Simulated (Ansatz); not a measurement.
# Os: the cost of one run

Program: Ansatz 0.2.0. Level of theory: DFT PBE, scalar-relativistic, plane waves, PAW. These are calculated values, not measurements.

4 further runs of the same task are left out: 2 that didn't finish, 2 set aside as unsound or not needed.

### 1 The structure to begin with

It takes space group Pmmn (No. 59, orthorhombic). The conventional cell has a = 2.753 Å, b = 4.351 Å, c = 25.331 Å, α = 90.00°, β = 90.00°, γ = 90.00°. Os (site symmetry mm2) is surrounded by 8 Os at 2.65 to 2.75 Å. Os (site symmetry mm2) has 10 Os at 2.66 to 2.75 Å as nearest neighbours. Around Os (site symmetry mm2) lie 12 Os at 2.65 to 2.76 Å. Around Os (site symmetry mm2) lie 12 Os at 2.69 to 2.76 Å.

Coordinates:

```cif
data_structure
_symmetry_space_group_name_H-M 'Pmmn:1'
_symmetry_Int_Tables_number 59
_cell_length_a 2.7528
_cell_length_b 4.3510
_cell_length_c 25.3308
_cell_angle_alpha 90.000
_cell_angle_beta 90.000
_cell_angle_gamma 90.000
_cell_volume 303.40
loop_
_atom_site_label
_atom_site_type_symbol
_atom_site_symmetry_multiplicity
_atom_site_Wyckoff_symbol
_atom_site_fract_x
_atom_site_fract_y
_atom_site_fract_z
_atom_site_occupancy
Os1 Os 2 a 0.00000 0.00000 0.30109 1
Os2 Os 2 a 0.50000 0.50000 0.32721 1
Os3 Os 2 b 0.50000 0.00000 0.39028 1
Os4 Os 2 b 0.00000 0.50000 0.42075 1
Os5 Os 2 a 0.00000 0.00000 0.48458 1
```

Miller indices refer to the conventional cell of the relaxed bulk, P6_3/mmc (No. 194): a = 2.753 Å, b = 2.753 Å, c = 4.351 Å, α = 90.00°, β = 90.00°, γ = 120.00°.

As cut, it was a (100) slab, 10.3 Å thick as cut, with 15 Å of vacuum; its outer planes are Os (top) and Os (bottom); it was relaxed in an earlier run.

### 2 Bands of the relaxed slab

A dipole layer in the vacuum cancels the field that periodic copies would set up if the slab's two faces differ.

The input, input.yaml:

```yaml
crystal:
  lattice:
    - [2.7528310568, 0.0, 0.0]
    - [0.0, 4.3509656332, 0.0]
    - [0.0, 0.0, 25.3307603858]
  atoms:
    - { symbol: Os, position: [0.0, 0.25, 0.3010935001] }
    - { symbol: Os, position: [0.5, 0.75, 0.3272122792] }
    - { symbol: Os, position: [0.5, 0.25, 0.3902776201] }
    - { symbol: Os, position: [0.0, 0.75, 0.4207539438] }
    - { symbol: Os, position: [0.0, 0.25, 0.4845787823] }
    - { symbol: Os, position: [0.5, 0.75, 0.5154212257] }
    - { symbol: Os, position: [0.5, 0.25, 0.5792460442] }
    - { symbol: Os, position: [0.0, 0.75, 0.6097223749] }
    - { symbol: Os, position: [0.0, 0.25, 0.6727877274] }
    - { symbol: Os, position: [0.5, 0.75, 0.6989065022] }
basis:
  ecutwfc: 420
kpoints:
  mp_grid: { grid: [13, 8, 1] }
  band_path:
    path: [[0.5, 0, 0], [0, 0, 0], [0, 0.5, 0], [0.5, 0.5, 0], [0, 0, 0]]
    npoints: 12
hamiltonian:
  xc: pbe
scf:
  occupations: { method: gaussian, width: 0.1 }
  n_extra_bands: 26
output:
  forces: true
  eigenvalues: true
  populations: true
  fatbands: true
  write_density: true
  write_potential: true
  elf: true
  volumetric_format: npy
efield:
  axis: 3
  dipole_correction: true
  ramp_width: 0.04
```

The run is started by

```console
$ ansatz run input.yaml --threads 4 --pin off --max-ram 10240MiB --backend cpu --events-out ev --progress --plain --runs-dir out
```

What time and memory should one allow on 4 threads of Arm Neoverse V1, shared host?

About 2.1 min, with a peak of 1.8 GiB.
